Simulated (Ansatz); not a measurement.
**ZrH3SO2F: one species, many methods**

Program: Ansatz 0.2.0, Gaussian basis. Level of theory: functionals in def2-TZVPP, the program's frozen cores in correlated methods. These are calculated values, not measurements.

Plan: PBE-D4, r2SCAN-D4, PBE0-D4, B3LYP-D4, ωB97X-V, ωB97M-V, B2PLYP; CCSD(T)/def2-TZVPP; MP2/def2-QZVPP; extrapolation to the limit.

## Step 1: The relaxed structure

All runs share one geometry, relaxed beforehand with PBE0-D4/def2-TZVP. Zr takes the def2 core potential; no spin-orbit term is included.

SMILES `[OH][Zr]([OH])([F])[SH]`, 8 atoms, charge 0, spin multiplicity 1.

Atoms are counted from 1 here; the program's logs count them from 0.

Bond lengths: O1–Zr2 1.903 Å, O1–H6 0.953 Å, Zr2–O3 1.907 Å, Zr2–F4 1.911 Å, Zr2–S5 2.467 Å, O3–H7 0.953 Å, S5–H8 1.347 Å. Angles: Zr2–O1–H6 169.8°, O1–Zr2–O3 114.4°, O1–Zr2–F4 110.3°, O1–Zr2–S5 105.5°, O3–Zr2–F4 107.6°, O3–Zr2–S5 108.8°, F4–Zr2–S5 110.3°, Zr2–O3–H7 168.5°, Zr2–S5–H8 91.9°.

## Step 2: PBE-D4 (GGA)

Input file in.yaml:

```yaml
crystal:
  periodic: [false, false, false]
  atoms:
    - {symbol: O, position_ang: [-1.975525, 0.030356, -0.047149]}
    - {symbol: Zr, position_ang: [-0.099943, -0.063558, -0.355322]}
    - {symbol: O, position_ang: [0.812145, -1.342194, 0.726684]}
    - {symbol: F, position_ang: [0.249667, -0.496959, -2.183345]}
    - {symbol: S, position_ang: [0.765727, 2.185722, 0.169921]}
    - {symbol: H, position_ang: [-2.895151, -0.075061, 0.179182]}
    - {symbol: H, position_ang: [1.103553, -1.987216, 1.364295]}
    - {symbol: H, position_ang: [2.039528, 1.748910, 0.145733]}
basis:
  gaussian: {orbitals: def2-TZVPP}
hamiltonian: {xc: pbe, dispersion: d4}
output: {forces: true, orbitals: {seedname: orbitals}}
```

Started as:

```console
ansatz run in.yaml --threads 2 --pin off --events-out ev --progress --plain --max-ram 22528MiB --backend cpu
```

What time and memory should one allow on 2 threads of AMD EPYC 7R13, shared host?

About 3.7 s, with a peak of 0.34 GiB.
